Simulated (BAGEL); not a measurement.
**AlCNF2 (SMILES N#[C][Al]([F])[F]): HF/3-21G (density fitting with qzvpp-jkfit)**

What is the vertical singlet–triplet gap of AlCNF2 at HF/3-21G (density fitting with qzvpp-jkfit)? 

The calculation is run with BAGEL 1.2.2.

### 1 The molecule

AlCNF2 has 5 atoms, charge 0, and is taken as a singlet. SMILES: `N#[C][Al]([F])[F]`. The coordinates come from a PBE0-D4/def2-TZVP relaxation.

Bond lengths: N1–C2 1.152 Å, C2–Al3 1.905 Å, Al3–F4 1.627 Å, Al3–F5 1.627 Å. Angles: N1–C2–Al3 180.0°, C2–Al3–F4 119.3°, C2–Al3–F5 119.3°, F4–Al3–F5 121.5°.

### 2 The energy at HF/3-21G (density fitting with qzvpp-jkfit)

Input file input.json:

```json
{ "bagel" : [

{
  "title" : "molecule",
  "basis" : "3-21g",
  "df_basis" : "qzvpp-jkfit",
  "angstrom" : true,
  "geometry" : [
    { "atom" : "N", "xyz" : [    1.528500,   -1.248600,    1.351800 ] },
    { "atom" : "C", "xyz" : [    0.794100,   -0.651900,    0.694100 ] },
    { "atom" : "Al", "xyz" : [   -0.419700,    0.334400,   -0.393100 ] },
    { "atom" : "F", "xyz" : [   -1.703400,   -0.425200,   -1.042500 ] },
    { "atom" : "F", "xyz" : [   -0.149600,    1.917700,   -0.651800 ] }
  ]
},
{
  "title" : "hf"
},
{
  "title" : "print",
  "file" : "orbitals.molden",
  "orbitals" : true
}

]}
```

Launch:

```sh
$ BAGEL_NUM_THREADS=1 BAGEL input.json > input.out
```

What it wrote:

```text
* using 1 threads per process

  ===============================================================
  ===============================================================

  *** Geometry ***

  { "atom" : "N", "xyz" : [      2.888446,     -2.359512,      2.554532 ] },
  { "atom" : "C", "xyz" : [      1.500632,     -1.231912,      1.311659 ] },
  { "atom" : "Al", "xyz" : [     -0.793118,      0.631924,     -0.742851 ] },
  { "atom" : "F", "xyz" : [     -3.218959,     -0.803512,     -1.970039 ] },
  { "atom" : "F", "xyz" : [     -0.282703,      3.623928,     -1.231723 ] },

  Number of auxiliary basis functions:      434

  Since a DF basis is specified, we compute 2- and 3-index integrals:
    o Being stored without compression. Storage requirement is 0.008 GB

  Number of basis functions:       49
  Number of electrons      :       44

    * METHOD: MOLECULE                             0.10

  *** RHF ***

  === Nuclear Repulsion ===
   182.9006604244

      * DIIS with orbital gradients will be used.

  === RHF iteration (3-21g) ===
      0       -530.11887187          0.03624447           0.02
      1       -530.25079661          0.02717328           0.02
      2       -530.36309769          0.00368372           0.02
      3       -530.36557097          0.00147726           0.02
      4       -530.36609682          0.00018701           0.02
      5       -530.36611593          0.00006249           0.02
      6       -530.36611806          0.00002629           0.02
      7       -530.36611853          0.00001336           0.02
      8       -530.36611869          0.00000587           0.02
      9       -530.36611873          0.00000199           0.02
     10       -530.36611873          0.00000058           0.02
     11       -530.36611873          0.00000018           0.02
     12       -530.36611873          0.00000010           0.02
     13       -530.36611873          0.00000002           0.02
     14       -530.36611873          0.00000001           0.02
    * SCF iteration converged.

    * Permanent dipole moment:
           (    0.321748,    -0.261340,     0.287892) a.u.

    * METHOD: HF                                   0.42

    * METHOD: PRINT                                0.00

  ===============================================================
```

Wall time 0.68 s (1 thread of Arm Neoverse V2, shared host); peak memory 0.082 GiB.

### 3 The triplet at the same level

Input file calc.json:

```json
{ "bagel": [

{
  "title": "molecule",
  "basis": "3-21g",
  "df_basis": "qzvpp-jkfit",
  "angstrom": true,
  "geometry": [
    { "atom": "N", "xyz": [       1.528500,      -1.248600,       1.351800 ] },
    { "atom": "C", "xyz": [       0.794100,      -0.651900,       0.694100 ] },
    { "atom": "Al", "xyz": [      -0.419700,       0.334400,      -0.393100 ] },
    { "atom": "F", "xyz": [      -1.703400,      -0.425200,      -1.042500 ] },
    { "atom": "F", "xyz": [      -0.149600,       1.917700,      -0.651800 ] }
  ]
},

{
  "title": "uhf",
  "nopen": 2
},

{
  "title": "print",
  "file": "orbitals.molden",
  "orbitals": true
}

]}
```

Launch:

```sh
$ BAGEL_NUM_THREADS=1 BAGEL calc.json > calc.out
```

What it wrote:

```text
* using 1 threads per process

  ===============================================================
  ===============================================================

  *** Geometry ***

  { "atom" : "N", "xyz" : [      2.888446,     -2.359512,      2.554532 ] },
  { "atom" : "C", "xyz" : [      1.500632,     -1.231912,      1.311659 ] },
  { "atom" : "Al", "xyz" : [     -0.793118,      0.631924,     -0.742851 ] },
  { "atom" : "F", "xyz" : [     -3.218959,     -0.803512,     -1.970039 ] },
  { "atom" : "F", "xyz" : [     -0.282703,      3.623928,     -1.231723 ] },

  Number of auxiliary basis functions:      434

  Since a DF basis is specified, we compute 2- and 3-index integrals:
    o Being stored without compression. Storage requirement is 0.008 GB

  Number of basis functions:       49
  Number of electrons      :       44

    * METHOD: MOLECULE                             0.10

  *** Open-shell HF ***

  === Nuclear Repulsion ===
   182.9006604244

      * DIIS with orbital gradients will be used.

  === UHF iteration (3-21g) ===
      0       -529.90216703          0.06255047           0.05
      1       -530.05124120          0.04216320           0.05
      2       -530.10371580          0.02778678           0.05
      3       -530.14018864          0.00523472           0.05
      4       -530.14485285          0.00332502           0.05
      5       -530.15014947          0.00110159           0.05
      6       -530.15110553          0.00070318           0.05
      7       -530.15180714          0.00026041           0.05
      8       -530.15212241          0.00018205           0.05
      9       -530.15234196          0.00012663           0.05
     10       -530.15248477          0.00007272           0.05
     11       -530.15251918          0.00004026           0.05
     12       -530.15252315          0.00002319           0.05
     13       -530.15252616          0.00000766           0.05
     14       -530.15252624          0.00000287           0.05
     15       -530.15252631          0.00000167           0.05
     16       -530.15252636          0.00000130           0.05
     17       -530.15252638          0.00000063           0.05
     18       -530.15252638          0.00000036           0.05
     19       -530.15252638          0.00000026           0.05
     20       -530.15252639          0.00000020           0.05
     21       -530.15252639          0.00000019           0.05
     22       -530.15252639          0.00000017           0.05
     23       -530.15252639          0.00000015           0.05
     24       -530.15252639          0.00000015           0.05
     25       -530.15252639          0.00000013           0.05
     26       -530.15252639          0.00000009           0.05
     27       -530.15252639          0.00000007           0.05
     28       -530.15252639          0.00000006           0.05
     29       -530.15252639          0.00000005           0.05
     30       -530.15252639          0.00000004           0.05
     31       -530.15252639          0.00000003           0.05
     32       -530.15252639          0.00000003           0.05
     33       -530.15252639          0.00000002           0.05
     34       -530.15252639          0.00000002           0.05
     35       -530.15252639          0.00000001           0.05
     36       -530.15252639          0.00000001           0.05
    * SCF iteration converged.

    * S^2 (UHF) is 2.1301

    * Permanent dipole moment:
           (   -0.706852,     0.574436,    -0.633341) a.u.

    * METHOD: UHF                                  1.79

    * METHOD: PRINT                                0.00

  ===============================================================
```

It took 2 s on 1 thread of Arm Neoverse V2, shared host; peak memory 0.082 GiB.

### 4 Results

At HF/3-21G (density fitting with qzvpp-jkfit):

```
                                        quantity          value
                           singlet: total energy  -530.36612 Eh
                          singlet: dipole moment         1.28 D
                            singlet: HOMO energy      -13.64 eV
                            singlet: LUMO energy        1.24 eV
                          singlet: HOMO–LUMO gap       14.88 eV
                           triplet: total energy  -530.15253 Eh
                          triplet: dipole moment         2.82 D
                                   triplet: ⟨S²⟩          2.130
vertical energy of the triplet above the singlet       5.812 eV
```

In words: At this shape the triplet lies 5.81 eV (561 kJ/mol) above the singlet. ⟨S²⟩ (triplet) is 2.13 where a pure triplet has 2.00: the reference is spin-contaminated.
